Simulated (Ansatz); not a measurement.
A run of Ansatz 0.2.0 is set up as follows.

The input input.yaml:

```yaml
crystal:
  lattice:
    - [0.0, 3.733138, 3.733138]
    - [3.733138, 0.0, 3.733138]
    - [3.733138, 3.733138, 0.0]
  atoms:
    - { symbol: Sn, position: [0.5, 0.5, 0.5] }
    - { symbol: Sn, position: [0.75, 0.75, 0.75] }
    - { symbol: Sn, position: [0.25, 0.25, 0.25] }
    - { symbol: Se, position: [0.0, 0.0, 0.0] }
kpoints:
  mp_grid: { grid: [6, 6, 6] }
scf:
  occupations: { method: fermi_dirac, width: 0.05 }
hamiltonian:
  xc: pbesol
  pseudopotentials: { kind: all_electron, datasets: crystal }
output:
  forces: true
  stress: true
  eigenvalues: true
  dos: { projected: false, de: 0.1, e_range: [-10, 8] }
  elf: true
  volumetric_format: npy
```

Potentials or basis: all-electron PAW datasets made for the crystal.

The run is started by

```sh
$ ansatz run input.yaml --threads 2 --pin off --max-ram 8192MiB --backend cpu --events-out ev --progress --plain --runs-dir out
```

Problem. What does it give for the pressure?

Solution. -3.2 GPa.

Problem. What does it give for the band gap on the k mesh?

Solution. None (metal or under the smearing width).

States per cell in windows of 1 eV (zero at the Fermi level; states under -8 eV left out):
| from (eV) | total |
| --- | --- |
| -8.0 | 1.23 |
| -7.0 | 1.55 |
| -6.0 | 0.91 |
| -5.0 | 0.88 |
| -4.0 | 3.26 |
| -3.0 | 1.21 |
| -2.0 | 2.55 |
| -1.0 | 2.46 |
| 0.0 | 2.27 |
| 1.0 | 2.09 |
| 2.0 | 2.17 |
| 3.0 | 2.17 |
| 4.0 | 1.23 |
| 5.0 | 0.00 |
| 6.0 | 0.00 |

Caveat: the program warned that the printed levels may be off, so bands, gaps and densities of states are rough.
